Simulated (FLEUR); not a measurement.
**HPbNO4 in FLEUR: the effect of functional**

HPbNO4:

```
CELL_PARAMETERS angstrom
4.19923 0.11117 0.16817
1.91600 3.89132 0.12568
1.76085 1.25259 6.37266
ATOMIC_POSITIONS crystal
H 0.89145 0.68202 0.62796
Pb 0.14426 0.92872 0.88352
N 0.25670 0.28861 0.30171
O 0.83108 0.65056 0.78405
O 0.38694 0.22380 0.11295
O 0.31104 0.03576 0.45856
O 0.07726 0.60633 0.32275
```

The cell was built by a generator and needn't be a form met in nature.

Alike in all runs:

```yaml
Program: FLEUR MaX-R8.1 (later development tree)
Task: single point
Potentials_or_basis: all-electron
Basis: FLAPW
Kmax: 6.3 1/bohr
k_mesh: 4 × 4 × 3
Occupations: fermi-dirac, width 0.05 eV
Spin: no spin polarisation
```

```csv
functional,gap on the mesh (eV)
LDA,2.90
PBEsol,2.97
RPBE,?
```

Problem. What does the run with functional RPBE give?

Solution. gap on the mesh 3.10 eV.

Caveats: all runs use coarse meshes; the plane-wave cutoff is short for the small spheres of the light atoms, so energies, forces and moduli aren't converged; spin-orbit coupling is left out, which as a rule narrows the gap of such compounds by several tenths of an eV; an odd mesh through Γ misses points on the zone boundary, where band edges often lie.
